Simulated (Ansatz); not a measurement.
# ClFHIn (SMILES [F][InH][Cl]): single points off equilibrium

The task here is to estimate one member of a computed series from the others.

Computed with Ansatz 0.2.0, Gaussian basis. Level: single points in def2-TZVPP.

Correlated methods freeze the cores. Filled d shells of the heavier atoms are correlated. Core potentials replace the inner electrons past krypton, and spin-orbit coupling is left out.

**The starting structure**

4 atoms, charge 0, spin multiplicity 1.

Atoms are counted from 1 here; the program's logs count them from 0.

Bond lengths: F1–In2 1.955 Å, In2–Cl3 2.332 Å, In2–H4 1.729 Å. Angles: F1–In2–Cl3 112.3°, F1–In2–H4 107.0°, Cl3–In2–H4 140.6°.

Coordinates:

```xyz
4
ClFHIn
F    -1.5529   -0.0310    0.8984
In    0.0887    0.1164   -0.1530
Cl    1.6730   -1.4864    0.4482
H    -0.1361    1.4230   -1.2622
```

The first run:

run/in.yaml

```yaml
crystal:
  periodic: [false, false, false]
  atoms:
    - {symbol: F, position_ang: [-1.552900, -0.031000, 0.898400]}
    - {symbol: In, position_ang: [0.088700, 0.116400, -0.153000]}
    - {symbol: Cl, position_ang: [1.673000, -1.486400, 0.448200]}
    - {symbol: H, position_ang: [-0.136100, 1.423000, -1.262200]}
basis:
  gaussian: {orbitals: def2-TZVPP}
correlation: {method: ccsd_t}
output: {forces: true}
```

On the command line:

```bash
ansatz run in.yaml --threads 4 --pin off --events-out ev --progress --plain --max-ram 5222MiB
```

Steps of the session up to this table: CCSD(T)/def2-TZVPP; PBE0-D4/def2-TZVPP; wB97M-V/def2-TZVPP; r2SCAN-D4/def2-TZVPP; PBE-D4/def2-TZVPP; r2SCAN0-D4/def2-TZVPP; LC-wPBE/def2-TZVPP.

One table of the session follows, with a row left open; its other results are not shown here.

| method | RMS force component (eV/Å) | angle to CCSD(T) forces (°) | dipole (D) |
| --- | --- | --- | --- |
| CCSD(T) | 0.267 | reference | 3.00 |
| PBE0-D4 | 0.249 | 6.0 | 3.01 |
| wB97M-V | 0.282 | 10.3 | 3.00 |
| r2SCAN-D4 | 0.244 | 13.4 | 2.94 |
| PBE-D4 | ? | ? | ? |
| r2SCAN0-D4 | 0.326 | 9.2 | 3.08 |
| LC-wPBE | 0.367 | 12.3 | 3.04 |

Q: Estimate the row for PBE-D4 from the others.

The run gave: RMS force component (eV/Å): 0.217; angle to CCSD(T) forces (°): 59.3; dipole (D): 2.81. In the column «RMS force component (eV/Å)» it is the lowest.
